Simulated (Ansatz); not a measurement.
**CH₅NSSi: basis-set convergence**

One table from this session's results is given with a row withheld; the runs are named, their logs left out.

Computed with Ansatz 0.2.0, Gaussian basis. Level: one geometry, several basis sets.

Levels to be run: PBE0-D4/def2-SVP; ωB97M-V/def2-SVP; PBE0-D4/def2-QZVPP; ωB97M-V/def2-QZVPP; the functionals' def2-TZVPP values are taken from earlier runs.

## Structure used throughout

All runs share one geometry, relaxed beforehand with PBE0-D4 in a triple-zeta def2 set.

SMILES `NC([SiH3])=S`, 9 atoms, charge 0, spin multiplicity 1.

Atoms are counted from 1 here; the program's logs count them from 0.

Bond lengths: N1–C2 1.335 Å, N1–H5 1.010 Å, N1–H6 1.006 Å, C2–Si3 1.892 Å, C2–S4 1.643 Å, Si3–H7 1.480 Å, Si3–H8 1.480 Å, Si3–H9 1.495 Å. Angles: C2–N1–H5 119.5°, C2–N1–H6 121.8°, H5–N1–H6 118.8°, N1–C2–Si3 119.7°, N1–C2–S4 124.2°, Si3–C2–S4 116.2°, C2–Si3–H7 108.6°, C2–Si3–H8 108.6°, C2–Si3–H9 110.0°, H7–Si3–H8 111.3°, H7–Si3–H9 109.2°, H8–Si3–H9 109.2°.

The first run:

in.yaml

```yaml
crystal:
  periodic: [false, false, false]
  atoms:
    - {symbol: N, position_ang: [-0.228881, 1.390578, -0.630580]}
    - {symbol: C, position_ang: [0.001400, 0.078450, -0.716868]}
    - {symbol: Si, position_ang: [0.167501, -0.949365, 0.863365]}
    - {symbol: S, position_ang: [0.157323, -0.739640, -2.132814]}
    - {symbol: H, position_ang: [-0.316913, 1.936017, -1.475916]}
    - {symbol: H, position_ang: [-0.318434, 1.855005, 0.257013]}
    - {symbol: H, position_ang: [1.515978, -1.558730, 0.889394]}
    - {symbol: H, position_ang: [-0.890214, -1.984492, 0.865560]}
    - {symbol: H, position_ang: [0.000838, -0.074222, 2.063748]}
basis:
  gaussian: {orbitals: def2-SVP}
hamiltonian: {xc: pbe0, dispersion: d4}
output: {orbitals: {seedname: orbitals}}
```

Command:

```bash
$ ansatz run in.yaml --threads 2 --pin off --events-out ev --progress --plain --max-ram 4352MiB
```

Among the steps run: PBE0-D4 in def2-SVP; ωB97M-V in def2-SVP; PBE0-D4 in def2-QZVPP; ωB97M-V in def2-QZVPP.

One table of the session follows, with a row left open; its other results are not shown here.

It belongs to the step «Density functionals: the series». 

| functional | basis | HOMO (eV) |
| --- | --- | --- |
| PBE0-D4 | def2-SVP | -5.99 |
| PBE0-D4 | def2-TZVPP | ? |
| PBE0-D4 | def2-QZVPP | -6.25 |
| ωB97M-V | def2-SVP | -8.09 |
| ωB97M-V | def2-TZVPP | -8.34 |
| ωB97M-V | def2-QZVPP | -8.40 |

Q: Estimate the row for PBE0-D4, def2-TZVPP from the others.

**Answer.** HOMO (eV): -6.20. In the column «HOMO (eV)» it lies between PBE0-D4, def2-QZVPP (-6.25) and PBE0-D4, def2-SVP (-5.99).
